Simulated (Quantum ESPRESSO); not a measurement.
# Pd in Quantum ESPRESSO: notebook

Aim: see how the results for Pd move with the level of theory and the settings. Levels: WC, BLYP. Tasks: work function.

Everything below comes from runs of Quantum ESPRESSO 7.5. Logs are shortened: lines on timing, memory, paths and dates and some standing lists are left out, and cuts for length are marked.

**1. The structure**

The cell holds a slab with vacuum, 5 atoms: a = 2.751 Å, b = 2.751 Å, c = 23.983 Å, α = 90.00°, β = 90.00°, γ = 120.00°.

The slab is cut from a database's or a generator's crystal, which needn't be the stable form of the element.

**2. Work function, WC**

pw.in reads:

```
&CONTROL
  calculation = 'scf'
  prefix = 'pwscf'
  outdir = './tmp'
  pseudo_dir = './pseudo'
  tprnfor = .true.
  disk_io = 'low'
/
&SYSTEM
  ibrav = 0
  celldm(1) = 8
  nat = 5
  ntyp = 1
  ecutwfc = 70
  nbnd = 58
  input_dft = 'wc'
  occupations = 'smearing'
  smearing = 'fd'
  degauss = 0.00367493
/
&ELECTRONS
  conv_thr = 5d-09
  electron_maxstep = 150
  mixing_beta = 0.3
  mixing_mode = 'local-TF'
/
ATOMIC_SPECIES
Pd   106.4200 Pd_ONCV_PBE-1.2.upf
CELL_PARAMETERS alat
  0.6497123980372   0.0000000000000   0.0000000000000
 -0.3248561990186   0.5626674418539  -0.0000000000000
  0.0000000000000   0.0000000000000   5.6651882900083
ATOMIC_POSITIONS crystal
Pd     0.6666666667    0.3333333333    0.3127200988
Pd     0.3333333333    0.6666666667    0.4063600494
Pd     0.0000000000    0.0000000000    0.5000000000
Pd     0.6666666667    0.3333333333    0.5936399506
Pd     0.3333333333    0.6666666667    0.6872799012
K_POINTS automatic
9 9 1 0 0 0
```

pp_density.in reads:

```
&INPUTPP
  prefix = 'pwscf'
  outdir = './tmp'
  filplot = 'density.dat'
  plot_num = 0
/
&PLOT
  nfile = 1
  filepp(1) = 'density.dat'
  iflag = 3
  output_format = 6
  fileout = 'density.cube'
/
```

pp_potential.in reads:

```
&INPUTPP
  prefix = 'pwscf'
  outdir = './tmp'
  filplot = 'potential.dat'
  plot_num = 11
/
&PLOT
  nfile = 1
  filepp(1) = 'potential.dat'
  iflag = 3
  output_format = 6
  fileout = 'potential.cube'
/
```

pp_elf.in reads:

```
&INPUTPP
  prefix = 'pwscf'
  outdir = './tmp'
  filplot = 'elf.dat'
  plot_num = 8
/
&PLOT
  nfile = 1
  filepp(1) = 'elf.dat'
  iflag = 3
  output_format = 6
  fileout = 'elf.cube'
/
```

Potentials or basis: SG15 PBE 1.2.

Started as:

```sh
$ OMP_NUM_THREADS=1 mpirun -n 2 pw.x -nk 2 -in pw.in > pw.out
$ OMP_NUM_THREADS=1 mpirun -n 1 pp.x -in pp_density.in > pp_density.out
$ OMP_NUM_THREADS=1 mpirun -n 1 pp.x -in pp_potential.in > pp_potential.out
$ OMP_NUM_THREADS=1 mpirun -n 1 pp.x -in pp_elf.in > pp_elf.out
```

pw.out:

```text
This program is part of the open-source Quantum ESPRESSO suite
     for quantum simulation of materials; please cite
         "P. Giannozzi et al., J. Phys.:Condens. Matter 21 395502 (2009);
         "P. Giannozzi et al., J. Phys.:Condens. Matter 29 465901 (2017);
         "P. Giannozzi et al., J. Chem. Phys. 152 154105 (2020);
     in publications or presentations arising from this work. More details at

     IMPORTANT: XC functional enforced from input :
     Exchange-correlation= WC
                           (   1   4  11   4   0   0   0)
     Any further DFT definition will be discarded
     Please, verify this is what you really want

     Message from routine setup:
[... 7 lines left out ...]
     --------------------
     sticks:   dense  smooth     PW     G-vecs:    dense   smooth      PW
     Sum         511     511    163                83719    83719   13891

     Using Slab Decomposition

     bravais-lattice index     =            0
     lattice parameter (alat)  =       8.0000  a.u.
     unit-cell volume          =    1060.3696 (a.u.)^3
     number of atoms/cell      =            5
     number of atomic types    =            1
     number of electrons       =        90.00
     number of Kohn-Sham states=           58
     kinetic-energy cutoff     =      70.0000  Ry
     charge density cutoff     =     280.0000  Ry
     scf convergence threshold =      5.0E-09
     mixing beta               =       0.3000
     number of iterations used =            8  local-TF  mixing
     Exchange-correlation= WC
                           (   1   4  11   4   0   0   0)

     celldm(1)=   8.000000  celldm(2)=   0.000000  celldm(3)=   0.000000
     celldm(4)=   0.000000  celldm(5)=   0.000000  celldm(6)=   0.000000

     crystal axes: (cart. coord. in units of alat)
               a(1) = (   0.649712   0.000000   0.000000 )
               a(2) = (  -0.324856   0.562667  -0.000000 )
               a(3) = (   0.000000   0.000000   5.665188 )

     reciprocal axes: (cart. coord. in units 2 pi/alat)
               b(1) = (  1.539143  0.888624 -0.000000 )
               b(2) = (  0.000000  1.777249  0.000000 )
               b(3) = ( -0.000000  0.000000  0.176517 )

     PseudoPot. # 1 for Pd read from file:
     Pd_ONCV_PBE-1.2.upf
     Pseudo is Norm-conserving, Zval = 18.0
     Generated using ONCVPSP code by D. R. Hamann
     Using radial grid of  602 points,  6 beta functions with:
                l(1) =   0
                l(2) =   0
                l(3) =   1
                l(4) =   1
                l(5) =   2
                l(6) =   2

     atomic species   valence    mass     pseudopotential
     Pd               18.00   106.42000     Pd( 1.00)

     12 Sym. Ops., with inversion, found

   Cartesian axes

     site n.     atom                  positions (alat units)
         1        Pd     tau(   1) = (   0.3248562   0.1875558   1.7716182  )
         2        Pd     tau(   2) = (  -0.0000000   0.3751116   2.3021062  )
         3        Pd     tau(   3) = (   0.0000000   0.0000000   2.8325941  )
         4        Pd     tau(   4) = (   0.3248562   0.1875558   3.3630821  )
         5        Pd     tau(   5) = (  -0.0000000   0.3751116   3.8935700  )

     number of k points=    12  Fermi-Dirac smearing, width (Ry)=  0.0037
                       cart. coord. in units 2pi/alat
        k(    1) = (   0.0000000   0.0000000   0.0000000), wk =   0.0246914
        k(    2) = (   0.0000000   0.1974721   0.0000000), wk =   0.1481481
        k(    3) = (   0.0000000   0.3949442   0.0000000), wk =   0.1481481
        k(    4) = (   0.0000000   0.5924162   0.0000000), wk =   0.1481481
        k(    5) = (   0.0000000   0.7898883   0.0000000), wk =   0.1481481
        k(    6) = (   0.1710158   0.2962081   0.0000000), wk =   0.1481481
        k(    7) = (   0.1710158   0.4936802   0.0000000), wk =   0.2962963
        k(    8) = (   0.1710158   0.6911523   0.0000000), wk =   0.2962963
        k(    9) = (   0.1710158   0.8886244   0.0000000), wk =   0.1481481
        k(   10) = (   0.3420317   0.5924162   0.0000000), wk =   0.1481481
        k(   11) = (   0.3420317   0.7898883   0.0000000), wk =   0.2962963
        k(   12) = (   0.5130475   0.8886244   0.0000000), wk =   0.0493827

     Dense  grid:    83719 G-vectors     FFT dimensions: (  27,  27, 243)

     Initial potential from superposition of free atoms

     starting charge      89.7763, renormalised to      90.0000

     negative rho (up, down):  2.656E-04 0.000E+00
     Starting wfcs are random

     Self-consistent Calculation

     iteration #  1     ecut=    70.00 Ry     beta= 0.30
     Davidson diagonalization with overlap
     ethr =  1.00E-02,  avg # of iterations = 10.9

     Threshold (ethr) on eigenvalues was too large:
     Diagonalizing with lowered threshold

     Davidson diagonalization with overlap
     ethr =  2.07E-04,  avg # of iterations =  3.2

     negative rho (up, down):  1.777E-07 0.000E+00

     total energy              =   -1266.35886293 Ry
     estimated scf accuracy    <       0.18290130 Ry

     iteration #  2     ecut=    70.00 Ry     beta= 0.30
     Davidson diagonalization with overlap
     ethr =  2.03E-04,  avg # of iterations =  1.7
[... 117 lines left out ...]
     total energy              =   -1266.33492885 Ry
     estimated scf accuracy    <       0.00000002 Ry

     iteration # 17     ecut=    70.00 Ry     beta= 0.30
     Davidson diagonalization with overlap
     ethr =  2.13E-11,  avg # of iterations =  3.5

     End of self-consistent calculation

          k = 0.0000 0.0000 0.0000 ( 10345 PWs)   bands (ev):

   -77.7757 -77.7219 -77.7149 -77.3435 -77.3435 -43.5637 -43.4014 -43.2732
   -43.2507 -43.2507 -43.1985 -43.1985 -43.1899 -43.1899 -42.8997 -42.8997
   -42.8997 -42.8997 -42.8184 -42.8171  -0.4225   0.4224   1.1299   1.4166
     1.5025   3.5649   3.6551   3.6806   3.6806   3.7521   3.7521   3.8778
     3.8778   4.0863   4.1448   4.1448   4.1737   4.1737   5.2651   5.2651
     5.2960   5.3959   5.3959   5.7511   5.7511   6.2268   6.2268   6.4579
     6.4579   7.1747   7.8688  11.6685  12.1040  13.0649  14.6628  15.1890
    17.1976  17.8657
[... 113 lines left out ...]
   -77.7277 -77.6804 -77.6804 -77.3027 -77.3027 -43.4987 -43.4987 -43.4902
   -43.4227 -43.4158 -43.4158 -43.3255 -43.3255 -43.3212 -43.1192 -43.1189
   -43.1071 -43.1071 -42.7858 -42.7858   2.2794   2.2794   2.2954   2.6908
     2.7225   2.7225   2.9035   3.1500   3.1500   3.6243   3.7873   3.7873
     4.2237   4.2668   4.2728   4.2728   5.0395   5.0395   5.2493   5.3745
     6.0721   6.0721   6.2471   6.3205   6.3205  12.6766  12.6766  12.8413
    13.2358  13.5912  13.5912  14.5930  14.5930  15.1595  15.8275  15.8574
    15.8574  17.9679

     the Fermi energy is     6.4999 ev

!    total energy              =   -1266.33492887 Ry
     estimated scf accuracy    <          2.8E-09 Ry
     smearing contrib. (-TS)   =      -0.00771768 Ry
     internal energy E=F+TS    =   -1266.32721119 Ry

     The total energy is F=E-TS. E is the sum of the following terms:
     one-electron contribution =   -9912.24370365 Ry
     hartree contribution      =    4968.23400017 Ry
     xc contribution           =    -123.39171039 Ry
     ewald contribution        =    3801.07420268 Ry

     convergence has been achieved in  17 iterations

     Forces acting on atoms (cartesian axes, Ry/au):

     atom    1 type  1   force =     0.00000000    0.00000000    0.00125959
     atom    2 type  1   force =    -0.00000000   -0.00000000    0.00341896
     atom    3 type  1   force =     0.00000000    0.00000000    0.00000000
     atom    4 type  1   force =     0.00000000   -0.00000000   -0.00341896
     atom    5 type  1   force =     0.00000000    0.00000000   -0.00125959

     Total force =     0.005153     Total SCF correction =     0.000308

=------------------------------------------------------------------------------=
   JOB DONE.
=------------------------------------------------------------------------------=
```

pp_density.out:

```text
This program is part of the open-source Quantum ESPRESSO suite
     for quantum simulation of materials; please cite
         "P. Giannozzi et al., J. Phys.:Condens. Matter 21 395502 (2009);
         "P. Giannozzi et al., J. Phys.:Condens. Matter 29 465901 (2017);
         "P. Giannozzi et al., J. Chem. Phys. 152 154105 (2020);
     in publications or presentations arising from this work. More details at

     IMPORTANT: XC functional enforced from input :
     Exchange-correlation= WC
                           (   1   4  11   4   0   0   0)
     Any further DFT definition will be discarded
     Please, verify this is what you really want

     G-vector sticks info
     --------------------
     sticks:   dense  smooth     PW     G-vecs:    dense   smooth      PW
     Sum         511     511    163                83719    83719   13891

     Using Slab Decomposition

     Calling punch_plot, plot_num =   0
     Writing data to file  density.dat
     Reading data from file  density.dat

     Writing data to be plotted to file density.cube
     Plot Type: 3D                     Output format: Gaussian cube

=------------------------------------------------------------------------------=
   JOB DONE.
=------------------------------------------------------------------------------=
```

Wall time 6.2 min (2 MPI ranks of Intel Xeon at 2.50GHz (Skylake/Cascade Lake), shared host); peak memory 0.44 GiB.

Results:

| Quantity | Value |
| --- | --- |
| Free energy | -17229.3644 eV |
| Largest force | 0.088 eV/Å |
| Band gap on the k mesh | none (metal or under the smearing width) |
| Work function of the upper face | 5.37 eV |
| Work function of the lower face | 5.37 eV |

Forces in eV/Å, atoms in the order of the input:
```
Pd   0.000  0.000  0.032
Pd   0.000  0.000  0.088
Pd   0.000  0.000  0.000
Pd   0.000  0.000 -0.088
Pd   0.000  0.000 -0.032
```

Levels at points of the mesh, in eV from the Fermi level:
| k point | band 41 | band 42 | band 43 | band 44 | band 45 | band 46 | band 47 | band 48 | band 49 | band 50 |
| --- | --- | --- | --- | --- | --- | --- | --- | --- | --- | --- |
| (0.00, 0.00, 0.00) | -1.20 | -1.10 | -1.10 | -0.75 | -0.75 | -0.27 | -0.27 | -0.04 | -0.04 | 0.67 |

Caveat: the potentials were made for another functional, which shifts forces and pressure.

**3. Work function, BLYP**

Edit pw.in of step 2 so:

```diff
@@ -15,3 +15,3 @@
   nbnd = 58
-  input_dft = 'wc'
+  input_dft = 'blyp'
   occupations = 'smearing'
```

pp_density.in is that of step 2.

pp_potential.in is that of step 2.

pp_elf.in is that of step 2.

Potentials or basis: SG15 PBE 1.2.

Started as:

```sh
$ OMP_NUM_THREADS=1 mpirun -n 2 pw.x -nk 2 -in pw.in > pw.out
$ OMP_NUM_THREADS=1 mpirun -n 1 pp.x -in pp_density.in > pp_density.out
$ OMP_NUM_THREADS=1 mpirun -n 1 pp.x -in pp_potential.in > pp_potential.out
$ OMP_NUM_THREADS=1 mpirun -n 1 pp.x -in pp_elf.in > pp_elf.out
```

pw.out:

```text
This program is part of the open-source Quantum ESPRESSO suite
     for quantum simulation of materials; please cite
         "P. Giannozzi et al., J. Phys.:Condens. Matter 21 395502 (2009);
         "P. Giannozzi et al., J. Phys.:Condens. Matter 29 465901 (2017);
         "P. Giannozzi et al., J. Chem. Phys. 152 154105 (2020);
     in publications or presentations arising from this work. More details at

     IMPORTANT: XC functional enforced from input :
     Exchange-correlation= BLYP
                           (   1   3   1   3   0   0   0)
     Any further DFT definition will be discarded
     Please, verify this is what you really want

     Message from routine setup:
[... 7 lines left out ...]
     --------------------
     sticks:   dense  smooth     PW     G-vecs:    dense   smooth      PW
     Sum         511     511    163                83719    83719   13891

     Using Slab Decomposition

     bravais-lattice index     =            0
     lattice parameter (alat)  =       8.0000  a.u.
     unit-cell volume          =    1060.3696 (a.u.)^3
     number of atoms/cell      =            5
     number of atomic types    =            1
     number of electrons       =        90.00
     number of Kohn-Sham states=           58
     kinetic-energy cutoff     =      70.0000  Ry
     charge density cutoff     =     280.0000  Ry
     scf convergence threshold =      5.0E-09
     mixing beta               =       0.3000
     number of iterations used =            8  local-TF  mixing
     Exchange-correlation= BLYP
                           (   1   3   1   3   0   0   0)

     celldm(1)=   8.000000  celldm(2)=   0.000000  celldm(3)=   0.000000
     celldm(4)=   0.000000  celldm(5)=   0.000000  celldm(6)=   0.000000

     crystal axes: (cart. coord. in units of alat)
               a(1) = (   0.649712   0.000000   0.000000 )
               a(2) = (  -0.324856   0.562667  -0.000000 )
               a(3) = (   0.000000   0.000000   5.665188 )

     reciprocal axes: (cart. coord. in units 2 pi/alat)
               b(1) = (  1.539143  0.888624 -0.000000 )
               b(2) = (  0.000000  1.777249  0.000000 )
               b(3) = ( -0.000000  0.000000  0.176517 )

     PseudoPot. # 1 for Pd read from file:
     Pd_ONCV_PBE-1.2.upf
     Pseudo is Norm-conserving, Zval = 18.0
     Generated using ONCVPSP code by D. R. Hamann
[... 24 lines left out ...]
        k(    1) = (   0.0000000   0.0000000   0.0000000), wk =   0.0246914
        k(    2) = (   0.0000000   0.1974721   0.0000000), wk =   0.1481481
        k(    3) = (   0.0000000   0.3949442   0.0000000), wk =   0.1481481
        k(    4) = (   0.0000000   0.5924162   0.0000000), wk =   0.1481481
        k(    5) = (   0.0000000   0.7898883   0.0000000), wk =   0.1481481
        k(    6) = (   0.1710158   0.2962081   0.0000000), wk =   0.1481481
        k(    7) = (   0.1710158   0.4936802   0.0000000), wk =   0.2962963
        k(    8) = (   0.1710158   0.6911523   0.0000000), wk =   0.2962963
        k(    9) = (   0.1710158   0.8886244   0.0000000), wk =   0.1481481
        k(   10) = (   0.3420317   0.5924162   0.0000000), wk =   0.1481481
        k(   11) = (   0.3420317   0.7898883   0.0000000), wk =   0.2962963
        k(   12) = (   0.5130475   0.8886244   0.0000000), wk =   0.0493827

     Dense  grid:    83719 G-vectors     FFT dimensions: (  27,  27, 243)

     Initial potential from superposition of free atoms

     starting charge      89.7763, renormalised to      90.0000

     negative rho (up, down):  2.656E-04 0.000E+00
     Starting wfcs are random

     Self-consistent Calculation

     iteration #  1     ecut=    70.00 Ry     beta= 0.30
     Davidson diagonalization with overlap
     ethr =  1.00E-02,  avg # of iterations = 10.9

     Threshold (ethr) on eigenvalues was too large:
     Diagonalizing with lowered threshold

     Davidson diagonalization with overlap
     ethr =  2.78E-04,  avg # of iterations =  2.0

     negative rho (up, down):  1.797E-07 0.000E+00
[... 125 lines left out ...]
     iteration # 17     ecut=    70.00 Ry     beta= 0.30
     Davidson diagonalization with overlap
     ethr =  2.39E-11,  avg # of iterations =  2.5

     End of self-consistent calculation

          k = 0.0000 0.0000 0.0000 ( 10345 PWs)   bands (ev):

   -77.0141 -76.9651 -76.9572 -76.5995 -76.5995 -43.1082 -42.9512 -42.8204
   -42.7967 -42.7967 -42.7479 -42.7479 -42.7388 -42.7388 -42.4559 -42.4559
   -42.4559 -42.4559 -42.3712 -42.3698   0.3523   1.1781   1.7550   2.0618
     2.1120   4.0517   4.1386   4.1386   4.1552   4.2192   4.2192   4.3370
     4.3370   4.6065   4.6065   4.6265   4.6334   4.6334   5.6842   5.6842
     5.8189   5.8189   5.8995   6.1817   6.1817   6.6548   6.6548   6.8836
     6.8836   7.7025   8.4844  11.9458  12.4617  13.3168  14.8731  15.6777
    17.5319  18.3304
[... 113 lines left out ...]
   -76.9646 -76.9230 -76.9230 -76.5583 -76.5583 -43.0436 -43.0436 -43.0354
   -42.9706 -42.9636 -42.9636 -42.8753 -42.8753 -42.8665 -42.6738 -42.6735
   -42.6615 -42.6615 -42.3389 -42.3389   2.8005   2.8005   2.8195   3.2191
     3.2669   3.2669   3.4588   3.6939   3.6939   4.1551   4.3147   4.3147
     4.7231   4.7533   4.7533   4.7685   5.4775   5.4775   5.6907   5.8104
     6.5143   6.5143   6.6839   6.7595   6.7595  13.3333  13.3333  13.4873
    13.9055  14.2144  14.2144  15.1708  15.1708  15.7686  16.3184  16.3184
    16.4450  18.5078

     the Fermi energy is     6.9332 ev

!    total energy              =   -1265.57633378 Ry
     estimated scf accuracy    <          9.4E-10 Ry
     smearing contrib. (-TS)   =      -0.00791303 Ry
     internal energy E=F+TS    =   -1265.56842075 Ry

     The total energy is F=E-TS. E is the sum of the following terms:
     one-electron contribution =   -9913.57429397 Ry
     hartree contribution      =    4969.95469611 Ry
     xc contribution           =    -123.02302556 Ry
     ewald contribution        =    3801.07420268 Ry

     convergence has been achieved in  17 iterations

     Forces acting on atoms (cartesian axes, Ry/au):

     atom    1 type  1   force =     0.00000000   -0.00000000   -0.02955453
     atom    2 type  1   force =    -0.00000000   -0.00000000    0.00311217
     atom    3 type  1   force =    -0.00000000    0.00000000    0.00000000
     atom    4 type  1   force =     0.00000000    0.00000000   -0.00311217
     atom    5 type  1   force =    -0.00000000    0.00000000    0.02955453

     Total force =     0.042028     Total SCF correction =     0.000223

=------------------------------------------------------------------------------=
   JOB DONE.
=------------------------------------------------------------------------------=
```

Wall time 6.7 min (2 MPI ranks of Intel Xeon at 2.50GHz (Skylake/Cascade Lake), shared host); peak memory 0.44 GiB.

Results:

* Free energy: -17219.0432 eV
* Largest force: 0.760 eV/Å
* Band gap on the k mesh: none (metal or under the smearing width)
* Work function of the upper face: 5.04 eV
* Work function of the lower face: 5.04 eV

Forces in eV/Å, atoms in the order of the input:
```
Pd   0.000  0.000 -0.760
Pd   0.000  0.000  0.080
Pd   0.000  0.000  0.000
Pd   0.000  0.000 -0.080
Pd   0.000  0.000  0.760
```

Levels at points of the mesh, in eV from the Fermi level:
```tsv
k point	band 43	band 44	band 45	band 46	band 47	band 48
(0.00, 0.00, 0.00)	-1.03	-0.75	-0.75	-0.28	-0.28	-0.05
```

Caveat: the potentials were made for another functional, which shifts forces and pressure.
